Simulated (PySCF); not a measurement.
# C3H8F2Si2: electronic excitations

Wanted: the electronic excitations of C3H8F2Si2 (`F[SiH2]C/C=C(\F)[SiH3]`), by calculation.

Computed with PySCF 2.14.0, with density-fitted response routines of our own, on a single molecule in the gas phase. Atoms count from 0, in the outputs and in this text.

### 1 The starting structure

15 atoms, charge 0, multiplicity 1; geometry from: GFN2-xTB.

Bonds of the start (Å): F0–Si1 1.61, Si1–C2 1.91, C2–C3 1.49, C3–C4 1.33, C4–F5 1.37, C4–Si6 1.89, Si1–H7 1.45, Si1–H8 1.46, C2–H9 1.09, C2–H10 1.09, C3–H11 1.08, Si6–H12 1.46, Si6–H13 1.46, Si6–H14 1.46.

### 2 Excited states and response: CAM-B3LYP/def2-SVPD

What the job is given:

```
{"job": {"kind": "uv", "xc": "CAM-B3LYP", "basis": "def2-SVPD", "nstates": 8, "ntriplets": 3}, "charge": 0, "multiplicity": 1}
F     -2.150030    -2.012437     1.027152
Si    -2.432292    -0.546668     0.414702
C     -1.179915    -0.298975    -1.002423
C      0.213168    -0.381778    -0.485746
C      0.970971     0.656418    -0.147144
F      0.442996     1.911636    -0.314476
Si     2.731855     0.666448     0.531792
H     -2.209919     0.364431     1.524007
H     -3.797899    -0.604835    -0.084746
H     -1.345747     0.674504    -1.463423
H     -1.335236    -1.064168    -1.764626
H      0.626390    -1.367881    -0.339253
H      3.616273     1.272494    -0.465852
H      2.742527     1.462656     1.759402
H      3.102444    -0.723854     0.788721
```

With the program's defaults for keys left out, this is: TDDFT CAM-B3LYP/def2-SVPD, vertical, gas phase, core orbitals frozen in the response.

On the command line:

```console
OMP_NUM_THREADS=1 python probes_run.py task.json out
```

The driver reads the jobs from task.json and runs them one after another.

Log:

```text
coarse grid: 13640 points
cycle   1  E = -897.1215043355  dE =  5.321e-01  |g| = 6.546e-01  |ddm| = 5.069e+00
cycle   2  E = -897.0937227158  dE =  2.778e-02  |g| = 8.383e-01  |ddm| = 1.492e+00
cycle   3  E = -897.2046932685  dE = -1.110e-01  |g| = 5.417e-02  |ddm| = 6.691e-01
cycle   4  E = -897.2052632595  dE = -5.700e-04  |g| = 2.237e-02  |ddm| = 1.304e-01
cycle   5  E = -897.2053785048  dE = -1.152e-04  |g| = 8.928e-03  |ddm| = 4.437e-02
cycle   6  E = -897.2053976045  dE = -1.910e-05  |g| = 2.312e-03  |ddm| = 1.632e-02
cycle   7  E = -897.2053989434  dE = -1.339e-06  |g| = 5.948e-04  |ddm| = 3.842e-03
final grid: 123664 points
cycle   8  E = -897.3259791351  dE = -2.047e-05  |g| = 3.568e-03  |ddm| = 6.160e-02
cycle   9  E = -897.3259783593  dE =  7.757e-07  |g| = 4.404e-03  |ddm| = 9.249e-03
cycle  10  E = -897.3259818332  dE = -3.474e-06  |g| = 3.611e-04  |ddm| = 3.812e-03
cycle  11  E = -897.3259818577  dE = -2.455e-08  |g| = 1.439e-04  |ddm| = 6.156e-04
cycle  12  E = -897.3259818626  dE = -4.900e-09  |g| = 2.803e-05  |ddm| = 2.459e-04
cycle  13  E = -897.3259818628  dE = -1.755e-10  |g| = 1.370e-05  |ddm| = 5.564e-05
converged SCF energy = -897.3259818628

Static polarisability (au): isotropic 90.927, principal 75.742 78.141 118.898

Singlet excitations
state   eV       nm        f      main configurations
  1   6.4047    193.6   0.44087   H->L 0.93
  2   6.5685    188.8   0.04971   H->L+1 0.82
  3   6.9981    177.2   0.12212   H->L+2 0.87
  4   7.4122    167.3   0.01957   H->L+4 0.47, H-1->L 0.12, H->L+6 0.12
  5   7.5138    165.0   0.02322   H->L+6 0.43, H->L+3 0.24, H-1->L 0.11
  6   7.6608    161.8   0.00181   H-1->L 0.41, H->L+4 0.20, H->L+6 0.12
  7   7.7810    159.3   0.00210   H->L+3 0.44, H->L+5 0.14, H->L+6 0.12
  8   7.9268    156.4   0.00084   H->L+7 0.62, H->L+5 0.19

Triplet excitations (Tamm-Dancoff, eV): 4.1034 6.3672 6.6471
```

Run time: 1.7 min. Hardware: 1 thread of Arm Neoverse N1, shared host; peak memory 1 GiB.

The orbitals next to the gap, with their largest atomic shares:

```
orbital      eV                         atoms
 HOMO−3  -11.41  Si6 19 %, H14 13 %, Si1 11 %
 HOMO−2  -11.24    Si1 30 %, H7 27 %, F0 15 %
 HOMO−1  -10.79    C4 22 %, Si6 17 %, F5 17 %
   HOMO   -8.59     C4 29 %, C3 28 %, F5 11 %
   LUMO    0.60    C4 19 %, Si1 18 %, C3 18 %
 LUMO+1    1.01    Si6 30 %, C4 11 %, C3 11 %
 LUMO+2    1.25    Si1 24 %, H8 10 %, H7 10 %
```

With each of the 8 states as a Gaussian band of 0.4 eV half-width at 1/e, the curve within the window shown has maxima at 193 nm (ε 20,000) L/(mol cm). Beyond the last state computed it falls off for lack of states. The curve at chosen wavelengths:

| nm | ε (L/mol/cm) |
| --- | --- |
| 151 | 106 |
| 153 | 220 |
| 156 | 545 |
| 158 | 884 |
| 161 | 1558 |
| 163 | 2089 |
| 166 | 2989 |
| 168 | 3670 |
| 171 | 4836 |
| 173 | 5706 |
| 176 | 7177 |
| 178 | 8351 |
| 181 | 10619 |
| 183 | 12530 |
| 186 | 15756 |
| 188 | 17785 |
| 191 | 19860 |
| 193 | 20232 |
| 196 | 19070 |
| 198 | 17306 |
| 201 | 13770 |
| 203 | 11218 |
| 206 | 7662 |
| 208 | 5675 |
| 211 | 3393 |
| 213 | 2314 |

Leading natural transition orbitals of singlet state 1: the hole lies on C4 29 %; C3 23 %; C2 12 %; the particle on C3, C4 about 16 % each; Si1 11 %; H7, H8, H11 about 8 % each.

Further results of this job:

```
           property  computed
  dipole moment (D)      0.91
polarisability (Å³)     13.47
 HOMO–LUMO gap (eV)      9.18
      −ε(HOMO) (eV)      8.59
```

The fields below are evaluated on a grid from the run's orbitals.

Frontier orbitals at CAM-B3LYP/def2-SVPD, with the share of their density that lies nearest to each atom:

```
orbital  energy (eV)                                    lies on
   HOMO        -8.59     C3, C4 about 29 % each; F5 9 %; C2 8 %
   LUMO         0.60  C3, C4 about 18 % each; H8 10 %; Si1 10 %
```

ELF in a plane through or near 5 of the atoms.

Ten even steps from '0' (0.00) to '9' (1.00):
```
0000000000000000000000000000
0000000000000000000000000000
0000000000000000000000000000
0000000000000000000000000000
0000013320000000000000000000
0000037751000000011100000000
0000159972002200132110110000
0000158743245510132215884000
0000022221777730218719999100
0001351762968842563629999200
0005997117764844696289999100
0028999847725645477348997000
0029999933555326774102761000
0007999710221018993000000000
0001799400000017982000000000
0000022000000004751000000000
0000000000000000110000000000
0000000000000000000000000000
0000000000000000000000000000
0000000000000000000000000000
```
The map spans 12.8 Å across and 8.3 Å up, centred on the molecule. Atoms in the plane (x, y in Å): Si1 (2.4, 0.6), C4 (-1.1, -0.3), Si6 (-2.8, 0.3), H8 (3.8, 0.2), H12 (-3.8, -0.8).

On the surface of density 0.002 e/bohr³ the electrostatic potential runs, from the 1st to the 99th percentile, from -1.03 V near F0 to 1.41 V near H8.

### 3 What came out

| quantity | value |
| --- | --- |
| lowest singlet (CAM-B3LYP/def2-SVPD) | 6.40 eV (194 nm), f = 0.441 |
| lowest triplet | 4.10 eV |
| surface potential, 1st and 99th percentile | -1.03 V and 1.41 V |

What this shows: The lowest singlet, at 6.40 eV, is HOMO→LUMO 0.93 and is bright. The lowest triplet lies 2.30 eV below the lowest singlet (triplets in Tamm-Dancoff, singlets in full TDDFT).
